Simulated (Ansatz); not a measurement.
**CH₅AlBNO: one species, many methods**

Aim: compute CH₅AlBNO with functionals from several rungs and with coupled cluster. The yardstick is the atomisation energy at the CCSD(T) limit.

Program: Ansatz 0.2.0, Gaussian basis. Level of theory: functionals in def2-TZVPP, the program's frozen cores in correlated methods. These are calculated values, not measurements.

Plan: LDA (SPW92), PBE-D4, revPBE-D4, BLYP-D4, r2SCAN-D4, B97M-V, PBE0-D4, B3LYP-D4, r2SCANh-D4, r2SCAN0-D4, HSE06-D4, BHLYP-D4, CAM-B3LYP-D4, LC-ωPBE, ωB97X-V, ωB97M-V, B2PLYP, PBE-QIDH; CCSD(T)/def2-SVP; CCSD(T)/def2-TZVPP; MP2/def2-QZVPP; extrapolation to the limit; RPA on PBE.

## Step 1: Structure used throughout

All runs share one geometry, relaxed beforehand with PBE0-D4 in a triple-zeta def2 set.

10 atoms, charge 0, spin multiplicity 1.

Atoms are counted from 1 here; the program's logs count them from 0.

Bond lengths: N1–B2 1.385 Å, N1–H6 1.008 Å, N1–H7 1.006 Å, B2–Al3 2.119 Å, B2–H8 1.200 Å, Al3–C4 1.895 Å, Al3–O5 1.720 Å, C4–O5 1.474 Å, C4–H9 1.091 Å, C4–H10 1.091 Å. Angles: B2–N1–H6 122.3°, B2–N1–H7 124.9°, H6–N1–H7 112.8°, N1–B2–Al3 123.6°, N1–B2–H8 116.8°, Al3–B2–H8 119.6°, B2–Al3–C4 172.0°, B2–Al3–O5 140.1°, C4–Al3–O5 47.8°, Al3–C4–O5 59.9°, Al3–C4–H9 123.4°, Al3–C4–H10 123.6°, O5–C4–H9 112.7°, O5–C4–H10 112.7°, H9–C4–H10 111.0°, Al3–O5–C4 72.3°.

## Step 2: LDA

This LDA is Slater exchange with PW92 correlation.

in.yaml

```yaml
crystal:
  periodic: [false, false, false]
  atoms:
    - {symbol: N, position_ang: [-1.733462, -1.681461, 0.263282]}
    - {symbol: B, position_ang: [-0.397377, -1.411589, 0.508625]}
    - {symbol: Al, position_ang: [0.551257, 0.401107, -0.041354]}
    - {symbol: C, position_ang: [1.426628, 2.065807, -0.273242]}
    - {symbol: O, position_ang: [1.145835, 1.209051, -1.438871]}
    - {symbol: H, position_ang: [-2.167777, -2.548393, 0.540145]}
    - {symbol: H, position_ang: [-2.367238, -1.062843, -0.213576]}
    - {symbol: H, position_ang: [0.230149, -2.258757, 1.081914]}
    - {symbol: H, position_ang: [0.900149, 3.020808, -0.315630]}
    - {symbol: H, position_ang: [2.494936, 2.215171, -0.108391]}
basis:
  gaussian: {orbitals: def2-TZVPP}
hamiltonian: {xc: lda}
output: {orbitals: {seedname: orbitals}}
```

The runs that follow: PBE-D4 (GGA); revPBE-D4 (GGA); BLYP-D4 (GGA); r2SCAN-D4 (meta-GGA); B97M-V (meta-GGA); PBE0-D4 (hybrid); B3LYP-D4 (hybrid); r2SCANh-D4 (hybrid); r2SCAN0-D4 (hybrid); HSE06-D4 (hybrid); BHLYP-D4 (hybrid); CAM-B3LYP-D4 (range-separated); LC-ωPBE (range-separated); ωB97X-V (range-separated); ωB97M-V (range-separated); B2PLYP (double hybrid); PBE-QIDH (double hybrid); CCSD(T) in def2-SVP; CCSD(T) in def2-TZVPP; MP2 in def2-QZVPP; RPA on PBE orbitals.

Q: Predict the results of all the runs planned. Wanted: atomisation energy, CCSD(T)/CBS; farthest beyond LDA; mean size of error, GGA; mean size of error, meta-GGA; mean size of error, hybrid; mean size of error, range-separated; mean size of error, double hybrid; gap, smallest and largest; T1 diagnostic.

The runs gave:

| quantity | value |
| --- | --- |
| atomisation energy, CCSD(T)/CBS | 3612.2 kJ/mol |
| functionals within 18.1 kJ/mol (0.5 %) | revPBE-D4, PBE0-D4, B3LYP-D4, r2SCANh-D4, LC-ωPBE |
| farthest beyond LDA | BHLYP-D4 (-122.7 kJ/mol) |
| mean size of error, GGA | 51.6 kJ/mol |
| mean size of error, meta-GGA | 26.9 kJ/mol |
| mean size of error, hybrid | 38.8 kJ/mol |
| mean size of error, range-separated | 24.0 kJ/mol |
| mean size of error, double hybrid | 23.5 kJ/mol |
| gap, smallest and largest | 2.48 eV (LDA (SPW92)), 9.22 eV (LC-ωPBE) |
| T1 diagnostic | 0.0172 |
| triples share of the correlation energy | 4.1 % |

What this shows: The LDA atomisation energy is off by 583.9 kJ/mol (16 %): it overbinds. PBE-D4 misses by +115.2 kJ/mol. Double hybrids carry the basis error of their MP2 part in triple zeta, and no dispersion term here, so their miss is partly the set-up's. Taken by rung, double hybrid functionals do best (23.5 kJ/mol on average) and GGA ones worst beyond LDA (51.6 kJ/mol). The gap between the best rungs is small, so their order is not settled. Misses under about 18.1 kJ/mol are within the doubt on the reference itself, which lacks core-valence correlation, relativity and higher excitations. Hartree-Fock recovers 70 % of the binding; the rest is correlation. CCSD(T) in def2-SVP is off by -219.6 kJ/mol, worse than the median functional, from the basis alone. Orbital gaps span 2.5 to 9.2 eV; exact exchange widens them.
